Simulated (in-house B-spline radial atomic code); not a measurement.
**Ce³⁺: ionisation energy by several methods**

An exercise on one series of results from a longer session: the logs are not shown, and one member is left open.

Program: in-house B-spline radial atomic code version 1. Level of theory: non-relativistic, several functionals, spin-polarised, exact exchange averaged over the configuration; spherical all-electron atom at the radial basis limit. These are calculated values, not measurements, unless marked.

## Starting point

- element: cerium (Z = 58)
- charge: +3
- electrons: 55
- configuration: [Xe] 4f1
- nucleus: point

The outer shells:

[Xe] 4f1
```
[Xe] core
4f [↑ ][  ][  ][  ][  ][  ][  ]
```

Where spins are not typed, each open shell is filled with up spins first.

Set-up of the first run:

The run's settings:

```ini
Z = 58
electrons = 55.0
configuration = [Xe] 4f1
hamiltonian = nr
method = b97_1
spin_polarised = True
exact_exchange = averaged over the configuration
```

On the command line:

```
$ python run_scf.py task.json out
```

One command runs all members of the session, one after another, from task.json.

Among the steps run: B97-1; CAM-B3LYP; LC-ωPBE; BHandHLYP; M06-2X.

One table of the session follows, with a row left open; its other results are not shown here.

```
   method  ΔSCF (eV)
    B97-1          ?
BHandHLYP     40.717
   M06-2X     41.161
CAM-B3LYP     41.331
  LC-ωPBE     41.496
```

Q: Estimate the row for B97-1 from the others.

As computed: ΔSCF (eV): 41.281. In the column «ΔSCF (eV)» it lies between M06-2X (41.161) and CAM-B3LYP (41.331).

Caveats from the session: These runs leave out relativity, which matters at this nuclear charge.
